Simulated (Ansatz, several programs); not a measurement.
BBi built on the zincblende prototype, relaxed with r2SCAN in Ansatz (plane waves, PAW): it is cubic, F-43m (No. 216); conventional cell a = 5.490 Å, 20.68 Å³ an atom. B is surrounded by 4 Bi at 2.38 Å; Bi is surrounded by 4 B at 2.38 Å. The cell was then scaled with its shape and fractional coordinates held. All values are calculated for a non-magnetic cell, which may be hypothetical.

```tsv
V (Å³/atom)	E (meV/atom)
19.440	19.82
20.681	0.00
21.301	4.99
21.922	17.59
```

(1) Pass a cubic E = c₀ + c₁u + c₂u² + c₃u³, with u = V − 20.836 Å³, through these points.

(2) Where is the minimum, and what bulk modulus follows?

(3) Predict the energy and the pressure at the withheld volume, 20.060 Å³.

Results:

(1) c₀ = 0.44, c₁ = +4.666, c₂ = 11.575, c₃ = -1.2258 (meV and Å³).

(2) dE/du = 0 at u = -0.195, so V₀ = 20.64 Å³. B = V₀ d²E/dV² = 20.64 × (2c₂ + 6c₃u) = 20.64 × 24.589 = 508 meV/Å³, and 1 meV/Å³ is 0.16022 GPa: 81 GPa. A third-order Birch-Murnaghan fit to all five points gives 20.64 Å³ and 80 GPa.

(3) With u = -0.776: E ≈ 4.36 meV and P = −dE/dV ≈ +2.49 GPa. The run gives 4.38 meV and, from its stress, +2.48 GPa.
